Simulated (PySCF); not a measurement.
# C3H2BrClO: electronic excitations and core binding energies

Aim: predict the electronic excitations and core binding energies of C3H2BrClO (`O=C(Br)/C=C\Cl`).

Computed with PySCF 2.14.0, with density-fitted response routines of our own, on a single molecule in the gas phase. Atoms are numbered from 0 throughout.

**1. The starting structure**

8 atoms, charge 0, multiplicity 1; geometry from: GFN2-xTB.

Bonds of the start (Å): O0–C1 1.18, C1–Br2 1.98, C1–C3 1.45, C3–C4 1.34, C4–Cl5 1.69, C3–H6 1.08, C4–H7 1.08.

**2. Excited states and response: PBE0/def2-SVPD**

Job settings and geometry (Å):

```
{"job": {"kind": "uv", "xc": "PBE0", "basis": "def2-SVPD", "nstates": 8, "ntriplets": 3}, "charge": 0, "multiplicity": 1}
O      1.226107     1.528124     0.094393
C      1.118417     0.349580     0.079141
Br     2.763484    -0.752220     0.194728
C     -0.052998    -0.494685    -0.012435
C     -1.301382    -0.011642    -0.096599
Cl    -1.700521     1.631643    -0.110511
H      0.105521    -1.561840    -0.010969
H     -2.149572    -0.679548    -0.162313
```

Level: TDDFT PBE0/def2-SVPD, vertical, gas phase, core orbitals frozen in the response.

**Question.** This job is followed by: delta-SCF UKS SCAN, pcX-2 on the ionised atom, pcseg-1 elsewhere, spin-free X2C. Predict these results of the whole session: lowest singlet (PBE0/def2-SVPD); brightest single state of those computed; lowest triplet; C1s binding energies, SCAN/pcX-2; O1s binding energies, SCAN/pcX-2; Cl1s binding energies, SCAN/pcX-2; Cl2p binding energies, SCAN/pcX-2.

The runs gave:

| quantity | value |
| --- | --- |
| lowest singlet (PBE0/def2-SVPD) | 3.81 eV (325 nm), f = 0.000 |
| brightest single state of those computed | state 4, 5.33 eV, f = 0.284 |
| lowest triplet | 3.31 eV |
| C1s binding energies, SCAN/pcX-2 | C1 294.48, C4 293.05, C3 291.71 eV |
| O1s binding energies, SCAN/pcX-2 | O0 538.38 eV |
| Cl1s binding energies, SCAN/pcX-2 | Cl5 2829.79 eV |
| Cl2p binding energies, SCAN/pcX-2 | Cl5 207.73 eV |

In words: The lowest singlet, at 3.81 eV, is HOMO→LUMO 0.83, HOMO−2→LUMO 0.14 and is dark; of the 8 states computed, the strongest absorption comes from state 4 at 5.33 eV. The lowest triplet lies 0.50 eV below the lowest singlet (triplets in Tamm-Dancoff, singlets in full TDDFT). The C1s levels kept as sound span 2.77 eV, from C3 (α carbon of a C=C–C=O unit) up to C1 (carbonyl carbon).
